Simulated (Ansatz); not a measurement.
**Ti: strong compression**

An exercise on one series of results from a longer session: the logs are not shown, and one member is left open.

Computed with Ansatz 0.2.0 (DFT, LDA, PAW with Ansatz's default frozen-core files, scalar-relativistic, unless a step's input says otherwise).

1 further run of the same task is left out (it didn't finish). Runs told in other sessions of the task aren't counted.

## The system as given

Symmetry: Pm-3m, No. 221, cubic system. Conventional cell: a = 2.591 Å, b = 2.591 Å, c = 2.591 Å, α = 90.00°, β = 90.00°, γ = 90.00°. Around Ti (site symmetry m-3m) lie 6 Ti at 2.59 Å.

Coordinates:

```cif
data_structure
_symmetry_space_group_name_H-M 'P 1'
_symmetry_Int_Tables_number 1
_cell_length_a 2.5914
_cell_length_b 2.5914
_cell_length_c 2.5914
_cell_angle_alpha 90.000
_cell_angle_beta 90.000
_cell_angle_gamma 90.000
_cell_volume 17.40
loop_
_atom_site_label
_atom_site_type_symbol
_atom_site_fract_x
_atom_site_fract_y
_atom_site_fract_z
_atom_site_occupancy
Ti1 Ti 0.00000 0.00000 0.00000 1
```

Whether this phase is the stable one at these pressures isn't tested.

The first run:

The input, input.yaml:

```yaml
crystal:
  lattice:
    - [2.5913936339, 0.0, 0.0]
    - [0.0, 2.5913936339, 0.0]
    - [0.0, 0.0, 2.5913936339]
  atoms:
    - { symbol: Ti, position: [0.0, 0.0, 0.0] }
kpoints:
  mp_grid: { grid: [15, 15, 15] }
scf:
  occupations: { method: fermi_dirac, width: 0.05 }
hamiltonian:
  xc: lda
  pseudopotentials: { kind: paw }
output:
  forces: true
  stress: true
  write_density: true
  write_potential: true
  elf: true
  volumetric_format: npy
relax:
  f_tol: 0.005
  max_steps: 40
  cell: {}
```

On the command line:

```sh
ansatz run input.yaml --threads 1 --pin off --max-ram 2048MiB --backend cpu --events-out ev --progress --plain --runs-dir out
```

Among the steps run: Cell relaxed at zero pressure, PAW; Volume scaled by 1, PAW; Volume scaled by 0.95, PAW; Volume scaled by 0.85, PAW; Volume scaled by 0.75, PAW; Volume scaled by 0.65, PAW; Volume scaled by 0.55, PAW; Volume scaled by 0.45, PAW; Volume scaled by 0.4, PAW; Volume scaled by 0.4, PAW (cutoff 800 eV).

One table of the session follows, with a row left open; its other results are not shown here.

```
             method  volume over the first  volume (Å³/atom)  pressure (GPa)
                PAW                      1            16.583            0.03
                PAW                   0.95            15.754            5.14
                PAW                   0.85            14.096           19.92
                PAW                   0.75                 ?               ?
                PAW                   0.65            10.779           85.62
                PAW                   0.55             9.121          161.72
                PAW                   0.45             7.462          327.90
                PAW                    0.4             6.633          481.60
PAW (cutoff 800 eV)                    0.4             6.633          480.79
```

**Question.** Estimate the row for PAW, 0.75.

**Answer.** volume (Å³/atom): 12.437; pressure (GPa): 44.87. In the column «volume (Å³/atom)» it lies between PAW, 0.65 (10.779) and PAW, 0.85 (14.096).

To keep in mind: At pressures up to 482 GPa the PAW spheres may overlap and frozen cores may not hold, so those PAW values are rough without an all-electron check.
